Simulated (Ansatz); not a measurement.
**C₃H₅FSi: up Jacob's ladder to CCSD(T)**

An exercise on one series of results from a longer session: the logs are not shown, and one member is left open.

The runs use Ansatz 0.2.0, Gaussian basis; functionals in def2-TZVPP, the program's frozen cores in correlated methods.

Levels to be run: PBE-D4, r2SCAN-D4, PBE0-D4, B3LYP-D4, ωB97X-V, ωB97M-V, B2PLYP; CCSD(T)/def2-TZVPP; MP2/def2-QZVPP; extrapolation to the limit.

## Structure used throughout

All runs share one geometry, relaxed beforehand with PBE0-D4 in a triple-zeta def2 set.

SMILES `C#CC[SiH2]F`, 10 atoms, charge 0, spin multiplicity 1.

Atoms are counted from 1 here; the program's logs count them from 0.

Bond lengths: C1–C2 1.201 Å, C1–H6 1.064 Å, C2–C3 1.446 Å, C3–Si4 1.878 Å, C3–H7 1.095 Å, C3–H8 1.095 Å, Si4–F5 1.602 Å, Si4–H9 1.480 Å, Si4–H10 1.480 Å. Angles: C2–C1–H6 178.5°, C1–C2–C3 175.9°, C2–C3–Si4 107.6°, C2–C3–H7 111.2°, C2–C3–H8 111.2°, Si4–C3–H7 109.7°, Si4–C3–H8 109.7°, H7–C3–H8 107.6°, C3–Si4–F5 108.7°, C3–Si4–H9 110.2°, C3–Si4–H10 110.2°, F5–Si4–H9 108.1°, F5–Si4–H10 108.1°, H9–Si4–H10 111.4°.

Set-up of the first run:

Contents of in.yaml:

```yaml
crystal:
  periodic: [false, false, false]
  atoms:
    - {symbol: C, position_ang: [-1.155427, 1.137553, 1.677943]}
    - {symbol: C, position_ang: [-0.376139, 0.371532, 1.178624]}
    - {symbol: C, position_ang: [0.528806, -0.517840, 0.485422]}
    - {symbol: Si, position_ang: [0.272710, -0.263457, -1.357508]}
    - {symbol: F, position_ang: [1.265327, -1.238116, -2.152767]}
    - {symbol: H, position_ang: [-1.837117, 1.807639, 2.145564]}
    - {symbol: H, position_ang: [0.331423, -1.562793, 0.744475]}
    - {symbol: H, position_ang: [1.570039, -0.303830, 0.746240]}
    - {symbol: H, position_ang: [-1.115661, -0.613116, -1.733856]}
    - {symbol: H, position_ang: [0.599138, 1.131227, -1.731337]}
basis:
  gaussian: {orbitals: def2-TZVPP}
hamiltonian: {xc: pbe, dispersion: d4}
output: {forces: true, orbitals: {seedname: orbitals}}
```

Run with:

```console
ansatz run in.yaml --threads 4 --pin off --events-out ev --progress --plain --max-ram 10444MiB
```

Among the steps run: PBE-D4 (GGA); r2SCAN-D4 (meta-GGA); PBE0-D4 (hybrid); B3LYP-D4 (hybrid); ωB97X-V (range-separated); ωB97M-V (range-separated); B2PLYP (double hybrid); CCSD(T) in def2-TZVPP; MP2 in def2-QZVPP.

One table of the session follows, with a row left open; its other results are not shown here.

```
            method  atomisation energy (eV)
            PBE-D4                   42.934
         r2SCAN-D4                   42.207
           PBE0-D4                   42.178
          B3LYP-D4                        ?
           ωB97X-V                   42.154
           ωB97M-V                   42.233
            B2PLYP                   41.823
     HF/def2-TZVPP                   31.455
    MP2/def2-TZVPP                   42.078
   CCSD/def2-TZVPP                   40.458
CCSD(T)/def2-TZVPP                   41.098
           MP2/CBS                   43.160
       CCSD(T)/CBS                   42.180
```

Estimate the missing values for B3LYP-D4.

**Answer.** atomisation energy (eV): 42.091. In the column «atomisation energy (eV)» it lies between MP2/def2-TZVPP (42.078) and ωB97X-V (42.154).
